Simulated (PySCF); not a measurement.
# C2H7FGe: electronic excitations and core binding energies

Wanted: the electronic excitations and core binding energies of C2H7FGe (`FC[CH2][GeH3]`), by calculation.

The runs use PySCF 2.14.0, with density-fitted response routines of our own; the level of theory stands in each step. All values are computed, except where a source is named. Atoms count from 0, in the outputs and in this text.

## 1. The molecule as given

11 atoms, charge 0, multiplicity 1; geometry from: GFN2-xTB.

Bonds of the start (Å): F0–C1 1.38, C1–C2 1.51, C2–Ge3 1.98, C1–H4 1.09, C1–H5 1.09, C2–H6 1.09, C2–H7 1.09, Ge3–H8 1.49, Ge3–H9 1.50, Ge3–H10 1.49.

## 2. Ultraviolet spectrum: CAM-B3LYP/def2-SVPD

What the job is given:

```
{"job": {"kind": "uv", "xc": "CAM-B3LYP", "basis": "def2-SVPD", "nstates": 8, "ntriplets": 3}, "charge": 0, "multiplicity": 1}
F     -0.933117     1.575332     0.202677
C     -1.355720     0.259981     0.256940
C     -0.328507    -0.605805    -0.441378
Ge     1.475661     0.060954     0.031957
H     -2.345758     0.227561    -0.208627
H     -1.433216     0.012357     1.319797
H     -0.461692    -0.548523    -1.522118
H     -0.468492    -1.645325    -0.148656
H      1.579247     0.242723     1.510214
H      2.511359    -0.933858    -0.390253
H      1.765660     1.357272    -0.636516
```

Method: TDDFT CAM-B3LYP/def2-SVPD, vertical, gas phase, core orbitals frozen in the response.

Started as:

```
$ OMP_NUM_THREADS=1 python probes_run.py task.json out
```

The driver reads the jobs from task.json and runs them one after another.

**Question.** This job is followed by: delta-SCF UKS SCAN, pcX-2 on the ionised atom, pcseg-1 elsewhere, spin-free X2C. What will the session give for the following? lowest singlet (CAM-B3LYP/def2-SVPD); brightest single state of those computed; lowest triplet; C1s binding energies, SCAN/pcX-2; F1s binding energies, SCAN/pcX-2.

The runs gave:

| quantity | value |
| --- | --- |
| lowest singlet (CAM-B3LYP/def2-SVPD) | 8.13 eV (152 nm), f = 0.008 |
| brightest single state of those computed | state 2, 8.69 eV, f = 0.281 |
| lowest triplet | 7.78 eV |
| C1s binding energies, SCAN/pcX-2 | C1 293.12, C2 290.55 eV |
| F1s binding energies, SCAN/pcX-2 | F0 692.29 eV |

**Reading.** The first singlet state (HOMO→LUMO 0.81, HOMO→LUMO+1 0.15) lies at 8.13 eV and is weak; of the 8 states computed, the strongest absorption comes from state 2 at 8.69 eV. The lowest triplet lies 0.35 eV below the lowest singlet (triplets in Tamm-Dancoff, singlets in full TDDFT). C1 (sp3 CH2 bonded to F) binds its C1s electron 2.57 eV more tightly than C2 (sp3 CH2 bonded to Ge).
